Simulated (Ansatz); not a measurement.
## Molecular dynamics of Ba$_{2}$Sr$_{2}$La$_{2}$Cu$_{5}$O$_{13}$, charge -1

The input (input.yaml):

```yaml
accuracy: low
crystal:
  lattice:
    - [0.0, 3.970672, 11.850069]
    - [3.88415, 0.0, 11.850069]
    - [3.88415, 3.970672, 0.0]
  atoms:
    - { symbol: Ba, position: [0.599461, 0.085751, 0.400539] }
    - { symbol: Ba, position: [0.085751, 0.599461, 0.914249] }
    - { symbol: Sr, position: [0.899269, 0.406984, 0.100731] }
    - { symbol: Sr, position: [0.406984, 0.899269, 0.593016] }
    - { symbol: La, position: [0.25125, 0.751545, 0.74875] }
    - { symbol: La, position: [0.751545, 0.25125, 0.248455] }
    - { symbol: Cu, position: [0.178025, 0.675295, 0.324705] }
    - { symbol: Cu, position: [0.675295, 0.178025, 0.821975] }
    - { symbol: Cu, position: [0.326626, 0.829357, 0.170643] }
    - { symbol: Cu, position: [0.829357, 0.326626, 0.673374] }
    - { symbol: Cu, position: [0.987083, 0.507472, 0.492528] }
    - { symbol: O, position: [0.094536, 0.55311, 0.44689] }
    - { symbol: O, position: [0.55311, 0.094536, 0.905464] }
    - { symbol: O, position: [0.390654, 0.953013, 0.046987] }
    - { symbol: O, position: [0.953013, 0.390654, 0.609346] }
    - { symbol: O, position: [0.435476, 0.435476, 0.064524] }
    - { symbol: O, position: [0.935476, 0.935476, 0.564524] }
    - { symbol: O, position: [0.933676, 0.933676, 0.066324] }
    - { symbol: O, position: [0.435806, 0.435806, 0.564194] }
    - { symbol: O, position: [0.568873, 0.568873, 0.931127] }
    - { symbol: O, position: [0.068873, 0.068873, 0.431127] }
    - { symbol: O, position: [0.06782, 0.06782, 0.93218] }
    - { symbol: O, position: [0.572496, 0.572496, 0.427504] }
    - { symbol: O, position: [0.742076, 0.742076, 0.257924] }
total_charge: -1
basis:
  ecutwfc: 420.0
kpoints:
  mp_grid: { grid: [2, 2, 2] }
hamiltonian:
  xc: lda
scf:
  occupations: { method: fermi_dirac, width: 0.05 }
  lower_state_search: "off"
md:
  timestep: 1
  n_steps: 90
  ensemble: nvt_langevin
  temperature: 500.0
  initial_velocities: maxwell_boltzmann
  seed: 621603
  friction: 0.01
```

Command:

```bash
$ ansatz run input.yaml --threads 2 --pin off --max-ram 5120MiB --backend cpu --events-out ev --progress --plain --runs-dir out
```

It starts from an unrelaxed structure (largest force component 1.49 eV/Å).

Output, in part (one step line in 2):

```
md step     0: t =     0.00 fs  T =   479.2 K  F+E_penalty+E_count = -70598.86888509 eV  E_kin = 1.486490 eV  (23 SCF iters)
md step     2: t =     2.00 fs  T =   448.7 K  F+E_penalty+E_count = -70598.85977729 eV  E_kin = 1.391999 eV  (14 SCF iters)
md step     4: t =     4.00 fs  T =   475.1 K  F+E_penalty+E_count = -70598.85282128 eV  E_kin = 1.473904 eV  (14 SCF iters)
md step     6: t =     6.00 fs  T =   473.1 K  F+E_penalty+E_count = -70598.83893668 eV  E_kin = 1.467692 eV  (8 SCF iters)
md step     8: t =     8.00 fs  T =   446.5 K  F+E_penalty+E_count = -70598.82000084 eV  E_kin = 1.385208 eV  (9 SCF iters)
md step    10: t =    10.00 fs  T =   470.3 K  F+E_penalty+E_count = -70598.79165789 eV  E_kin = 1.459028 eV  (13 SCF iters)
md step    12: t =    12.00 fs  T =   460.4 K  F+E_penalty+E_count = -70598.75628739 eV  E_kin = 1.428420 eV  (10 SCF iters)
md step    14: t =    14.00 fs  T =   432.9 K  F+E_penalty+E_count = -70598.72532461 eV  E_kin = 1.342870 eV  (10 SCF iters)
md step    16: t =    16.00 fs  T =   438.5 K  F+E_penalty+E_count = -70598.70303438 eV  E_kin = 1.360244 eV  (9 SCF iters)
md step    18: t =    18.00 fs  T =   407.1 K  F+E_penalty+E_count = -70598.68183988 eV  E_kin = 1.262870 eV  (9 SCF iters)
md step    20: t =    20.00 fs  T =   427.5 K  F+E_penalty+E_count = -70598.67036128 eV  E_kin = 1.326240 eV  (13 SCF iters)
md step    22: t =    22.00 fs  T =   412.0 K  F+E_penalty+E_count = -70598.66305597 eV  E_kin = 1.278059 eV  (9 SCF iters)
md step    24: t =    24.00 fs  T =   427.0 K  F+E_penalty+E_count = -70598.66606188 eV  E_kin = 1.324637 eV  (9 SCF iters)
md step    26: t =    26.00 fs  T =   421.9 K  F+E_penalty+E_count = -70598.67634585 eV  E_kin = 1.308930 eV  (10 SCF iters)
md step    28: t =    28.00 fs  T =   405.5 K  F+E_penalty+E_count = -70598.68717414 eV  E_kin = 1.258101 eV  (9 SCF iters)
md step    30: t =    30.00 fs  T =   441.5 K  F+E_penalty+E_count = -70598.69792884 eV  E_kin = 1.369632 eV  (13 SCF iters)
md step    32: t =    32.00 fs  T =   439.8 K  F+E_penalty+E_count = -70598.70868629 eV  E_kin = 1.364377 eV  (9 SCF iters)
md step    34: t =    34.00 fs  T =   402.9 K  F+E_penalty+E_count = -70598.70991905 eV  E_kin = 1.249931 eV  (10 SCF iters)
md step    36: t =    36.00 fs  T =   414.9 K  F+E_penalty+E_count = -70598.68684693 eV  E_kin = 1.287228 eV  (10 SCF iters)
md step    38: t =    38.00 fs  T =   406.0 K  F+E_penalty+E_count = -70598.64509263 eV  E_kin = 1.259410 eV  (10 SCF iters)
md step    40: t =    40.00 fs  T =   411.5 K  F+E_penalty+E_count = -70598.59492665 eV  E_kin = 1.276555 eV  (13 SCF iters)
md step    42: t =    42.00 fs  T =   392.1 K  F+E_penalty+E_count = -70598.54505221 eV  E_kin = 1.216393 eV  (10 SCF iters)
md step    44: t =    44.00 fs  T =   390.7 K  F+E_penalty+E_count = -70598.50890905 eV  E_kin = 1.212079 eV  (10 SCF iters)
md step    46: t =    46.00 fs  T =   398.9 K  F+E_penalty+E_count = -70598.49558910 eV  E_kin = 1.237592 eV  (11 SCF iters)
md step    48: t =    48.00 fs  T =   416.7 K  F+E_penalty+E_count = -70598.50514538 eV  E_kin = 1.292764 eV  (9 SCF iters)
md step    50: t =    50.00 fs  T =   434.3 K  F+E_penalty+E_count = -70598.52991071 eV  E_kin = 1.347390 eV  (15 SCF iters)
md step    52: t =    52.00 fs  T =   439.9 K  F+E_penalty+E_count = -70598.57335752 eV  E_kin = 1.364597 eV  (10 SCF iters)
md step    54: t =    54.00 fs  T =   493.9 K  F+E_penalty+E_count = -70598.62977720 eV  E_kin = 1.532139 eV  (11 SCF iters)
md step    56: t =    56.00 fs  T =   585.9 K  F+E_penalty+E_count = -70598.69709616 eV  E_kin = 1.817508 eV  (11 SCF iters)
md step    58: t =    58.00 fs  T =   645.6 K  F+E_penalty+E_count = -70598.75617224 eV  E_kin = 2.002960 eV  (9 SCF iters)
md step    60: t =    60.00 fs  T =   672.4 K  F+E_penalty+E_count = -70598.78820203 eV  E_kin = 2.085850 eV  (15 SCF iters)
md step    62: t =    62.00 fs  T =   648.0 K  F+E_penalty+E_count = -70598.79117603 eV  E_kin = 2.010227 eV  (10 SCF iters)
md step    64: t =    64.00 fs  T =   689.7 K  F+E_penalty+E_count = -70598.77242922 eV  E_kin = 2.139656 eV  (10 SCF iters)
md step    66: t =    66.00 fs  T =   722.9 K  F+E_penalty+E_count = -70598.72561270 eV  E_kin = 2.242665 eV  (10 SCF iters)
md step    68: t =    68.00 fs  T =   727.4 K  F+E_penalty+E_count = -70598.65464604 eV  E_kin = 2.256490 eV  (11 SCF iters)
md step    70: t =    70.00 fs  T =   666.1 K  F+E_penalty+E_count = -70598.57213222 eV  E_kin = 2.066521 eV  (14 SCF iters)
md step    72: t =    72.00 fs  T =   620.7 K  F+E_penalty+E_count = -70598.50465320 eV  E_kin = 1.925635 eV  (8 SCF iters)
md step    74: t =    74.00 fs  T =   612.0 K  F+E_penalty+E_count = -70598.45999729 eV  E_kin = 1.898589 eV  (7 SCF iters)
md step    76: t =    76.00 fs  T =   568.8 K  F+E_penalty+E_count = -70598.42720551 eV  E_kin = 1.764677 eV  (10 SCF iters)
md step    78: t =    78.00 fs  T =   550.7 K  F+E_penalty+E_count = -70598.42427426 eV  E_kin = 1.708471 eV  (12 SCF iters)
md step    80: t =    80.00 fs  T =   526.1 K  F+E_penalty+E_count = -70598.42882625 eV  E_kin = 1.631944 eV  (15 SCF iters)
md step    82: t =    82.00 fs  T =   538.3 K  F+E_penalty+E_count = -70598.43580854 eV  E_kin = 1.669944 eV  (8 SCF iters)
md step    84: t =    84.00 fs  T =   509.1 K  F+E_penalty+E_count = -70598.43786427 eV  E_kin = 1.579248 eV  (10 SCF iters)
md step    86: t =    86.00 fs  T =   523.9 K  F+E_penalty+E_count = -70598.44139554 eV  E_kin = 1.625123 eV  (8 SCF iters)
md step    88: t =    88.00 fs  T =   514.2 K  F+E_penalty+E_count = -70598.44507873 eV  E_kin = 1.595277 eV  (9 SCF iters)
md step    90: t =    90.00 fs  T =   489.4 K  F+E_penalty+E_count = -70598.44997761 eV  E_kin = 1.518084 eV  (14 SCF iters)
```

All steps were run. The mean temperature of the second half is 14 % above the set value. A run of 0.09 ps of so small a system gives no equilibrium averages. Limits of this set-up: coarse k mesh, low accuracy level, charged cell in a uniform background, uncorrected.

Mean squared displacements from the first frame to the last, about the centre of mass: Ba 0.06 Å², Sr 0.03 Å², La 0.01 Å², Cu 0.02 Å², O 0.12 Å².

Last frame:

```xyz
24
Lattice="0.0000 3.9707 11.8501 3.8841 0.0000 11.8501 3.8841 3.9707 0.0000" Properties=species:S:1:pos:R:3
Ba 1.966 4.002 8.368
Ba 6.021 3.862 7.982
Sr 1.940 3.830 15.431
Sr 5.887 4.105 15.398
La 5.782 4.085 11.935
La 1.936 4.084 11.979
Cu 3.833 1.999 10.059
Cu 3.881 5.885 10.053
Cu 3.942 2.038 13.892
Cu 3.875 5.978 13.782
Cu 3.821 5.749 17.677
O 4.020 1.617 7.678
O 3.856 5.588 8.194
O 3.858 1.668 15.911
O 3.724 6.641 16.138
O 1.849 2.051 10.378
O 5.742 6.030 22.179
O 3.852 4.146 21.952
O 3.775 3.761 10.636
O 5.871 5.983 13.459
O 1.808 1.907 1.862
O 3.701 3.788 1.705
O 3.931 4.116 13.615
O 3.302 4.003 17.505
```

Time of the run: 11 min on 2 threads of Intel(R) Xeon(R) 6975P-C (Granite Rapids), on a shared host, peak memory 1.4 GiB.
